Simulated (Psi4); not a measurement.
**CuCO (SMILES [O+]#[C-]->[Cu]): UDSD-PBEP86/aug-cc-pVDZ**

What is the energy change on altering one bond length of CuCO at UDSD-PBEP86/aug-cc-pVDZ? 

The results are computed with Psi4 1.11.

1 further run of the same task is left out (set aside as unsound or not needed).

## 1. The structure to begin with

CuCO has 3 atoms, charge 0, and is taken as a doublet. As SMILES, `[O+]#[C-]->[Cu]`. The shape comes from GFN2-xTB, which is rough for such elements, and wasn't checked as a minimum.

Bond lengths: Cu1–C2 1.813 Å, C2–O3 1.199 Å. Angles: Cu1–C2–O3 180.0°.

## 2. A single-point energy at UDSD-PBEP86/aug-cc-pVDZ

ccuo.json reads:

```json
{
  "schema_name": "qcschema_input",
  "schema_version": 1,
  "molecule": {
    "schema_name": "qcschema_molecule",
    "schema_version": 2,
    "symbols": ["Cu", "C", "O"],
    "geometry": [-0.02881832, 0.03898505, -3.03913314, 0.00408181, -0.00517785, 0.38665686, 0.02475541, -0.0338072, 2.65247628],
    "molecular_charge": 0,
    "molecular_multiplicity": 2,
    "fix_symmetry": "c1"
  },
  "driver": "energy",
  "model": {
    "method": "dsd-pbep86",
    "basis": "aug-cc-pVDZ"
  },
  "keywords": {
    "reference": "uks",
    "puream": true,
    "e_convergence": 1e-09,
    "d_convergence": 1e-08,
    "scf_type": "pk",
    "dft_radial_points": 99,
    "dft_spherical_points": 590,
    "num_frozen_docc": 7,
    "maxiter": 200
  }
}
```

Command:

```
$ psi4 --qcschema ccuo.json -n 1 --memory 1600MB
```

stdout:

```text
[...]
                   'protocols': {'error_correction': {'default_policy': True, 'policies': None},
                                 'native_files': 'none',
[...]
  Running in c1 symmetry.
[...]
  Nuclear repulsion =  112.723078155705963
[...]
  Multiplicity = 2
[...]
  Nalpha       = 22
  Nbeta        = 21
[...]
    Number of basis functions: 105
[...]
   @UKS iter   1: -1749.71897466381233   -6.67873e-01   3.68894e-02 DIIS/ADIIS
[...]
   @UKS iter  18: -1752.55773540903670   -1.61435e-11   7.11832e-09 DIIS
[...]
   @S^2 Observed:                7.530425762E-01
[...]
    Orbital Energies [Eh]
    ---------------------
    Alpha Occupied:
       1A   -326.824070     2A    -40.175918     3A    -35.109832
       4A    -35.107442     5A    -35.107442     6A    -20.227631
       7A    -11.077398     8A     -4.819915     9A     -3.195072
      10A     -3.188002    11A     -3.188002    12A     -1.406473
      13A     -0.784525    14A     -0.644959    15A     -0.605977
      16A     -0.605977    17A     -0.466459    18A     -0.466459
      19A     -0.455783    20A     -0.455783    21A     -0.434525
      22A     -0.198131
    Alpha Virtual:
      23A     -0.028634    24A     -0.028634    25A      0.015702
[...]
  @UKS Final Energy: -1752.55773540903670
   => Energetics <=
    Nuclear Repulsion Energy =            112.7230781557059629
    One-Electron Energy =               -2665.5156276575798984
    Two-Electron Energy =                 823.2314894730789092
    DFT Exchange-Correlation Energy =     -22.9966753802416974
    Empirical Dispersion Energy =           0.0000000000000000
    VV10 Nonlocal Energy =                  0.0000000000000000
    Total Energy =                      -1752.5577354090366953
[...]
 Multipole Moments:
 ------------------------------------------------------------------------------------
     Multipole            Electronic (a.u.)      Nuclear  (a.u.)        Total (a.u.)
 ------------------------------------------------------------------------------------
 L = 1.  Multiply by 2.5417464519 to convert [e a0] to [Debye]
 Dipole X            :          0.0348869           -0.0517162           -0.0168293
 Dipole Y            :         -2.5197128            3.5931074            1.0733946
 Dipole Z            :         -0.0000000           -0.0000000           -0.0000000
 Magnitude           :                                                    1.0735265
[...]
```

The result, in JSON:

```text
{
 "driver": "energy",
 "model": {
  "method": "dsd-pbep86",
  "basis": "aug-cc-pVDZ"
 },
 "success": true,
 "return_result": -1753.108868670937,
 "properties": {
  "calcinfo_nbasis": 105,
  "calcinfo_nmo": 105,
  "calcinfo_nalpha": 22,
  "calcinfo_nbeta": 21,
  "calcinfo_natom": 3,
  "nuclear_repulsion_energy": 112.72307815570596,
  "return_energy": -1753.108868670937,
  "scf_one_electron_energy": -2665.51562765758,
  "scf_two_electron_energy": 823.2314894730789,
  "scf_xc_energy": -22.996675380241697,
  "scf_dipole_moment": [-0.016829263660481958, 1.0733945777016611, -1.837587704064498e-08],
  "scf_total_energy": -1752.5577354090367,
  "scf_iterations": 18
 }
}
```

Wall time 52 s (1 thread of AMD EPYC 9R45 (Zen 5), shared host); peak memory 1.6 GiB.

## 3. The distorted shape

ccuo.inp reads:

```
memory 1600 MB

molecule {
  0 2
  Cu    -0.036142     0.048674    -3.783675
  C      0.002160    -0.002740     0.204610
  O      0.013100    -0.017890     1.403630
  symmetry c1
}

set reference uks
set puream true
set e_convergence 1e-09
set d_convergence 1e-08
set scf_type pk
set dft_radial_points 99
set dft_spherical_points 590
set num_frozen_docc 7
set maxiter 200

energy_value, wavefunction = energy('dsd-pbep86/aug-cc-pVDZ', return_wfn=True)
```

Command:

```
$ psi4 -n 1 ccuo.inp ccuo.out
```

ccuo.out:

```text
[...]
  Running in c1 symmetry.
[...]
  Nuclear repulsion =   67.929868754938013
[...]
  Multiplicity = 2
[...]
  Nalpha       = 22
  Nbeta        = 21
[...]
    Number of basis functions: 105
[...]
   @UKS iter   1: -1749.20412315332419   -8.26155e-01   3.68952e-02 DIIS/ADIIS
[...]
   @UKS iter  20: -1752.57609467557654   -7.50333e-12   5.49317e-09 DIIS
[...]
   @S^2 Observed:                7.516299406E-01
[...]
    Orbital Energies [Eh]
    ---------------------
    Alpha Occupied:
       1A   -326.760921     2A    -40.102281     3A    -35.035409
       4A    -35.035409     5A    -35.035390     6A    -20.188003
       7A    -11.029081     8A     -4.751524     9A     -3.123236
      10A     -3.123236    11A     -3.123112    12A     -1.370060
      13A     -0.734216    14A     -0.565610    15A     -0.565610
      16A     -0.508896    17A     -0.404456    18A     -0.404456
      19A     -0.404417    20A     -0.404381    21A     -0.404381
      22A     -0.226546
    Alpha Virtual:
      23A      0.007815    24A      0.007815    25A      0.018782
[...]
  @UKS Final Energy: -1752.57609467557654
   => Energetics <=
    Nuclear Repulsion Energy =             67.9298687549380134
    One-Electron Energy =               -2578.4222607381216221
    Two-Electron Energy =                 780.9088778828512432
    DFT Exchange-Correlation Energy =     -22.9925805752441299
    Empirical Dispersion Energy =           0.0000000000000000
    VV10 Nonlocal Energy =                  0.0000000000000000
    Total Energy =                      -1752.5760946755763143
[...]
 Multipole Moments:
 ------------------------------------------------------------------------------------
     Multipole            Electronic (a.u.)      Nuclear  (a.u.)        Total (a.u.)
 ------------------------------------------------------------------------------------
 L = 1.  Multiply by 2.5417464519 to convert [e a0] to [Debye]
 Dipole X            :          0.0002839           -0.0002287            0.0000552
 Dipole Y            :         -0.0006026            0.0004853           -0.0001173
 Dipole Z            :         -6.7933691            6.7209028           -0.0724663
 Magnitude           :                                                    0.0724664
[...]
```

It took 47 s on 1 thread of AMD EPYC 9R45 (Zen 5), shared host; peak memory 1.7 GiB.

## 4. Summary of results

Level: UDSD-PBEP86/aug-cc-pVDZ, 7 core orbitals frozen.

| quantity | value |
| --- | --- |
| first shape: total energy | -1753.10887 Eh |
| first shape: HOMO energy (SCF part's orbitals) (highest over α and β) | -5.39 eV |
| first shape: LUMO energy (SCF part's orbitals) (lowest over α and β) | -0.78 eV |
| first shape: ⟨S²⟩ | 0.753 |
| distorted shape: total energy | -1753.09150 Eh |
| distorted shape: HOMO energy (SCF part's orbitals) (highest over α and β) | -6.16 eV |
| distorted shape: LUMO energy (SCF part's orbitals) (lowest over α and β) | -0.77 eV |
| distorted shape: ⟨S²⟩ | 0.752 |
| energy change with the Cu1–C2 bond stretched from 1.813 to 3.989 Å | 0.473 eV |

In words: With the Cu1–C2 bond stretched from 1.813 to 3.989 Å the energy rises by 0.47 eV (10.9 kcal/mol). The first shape isn't relaxed at this level, so the change isn't measured from a minimum.
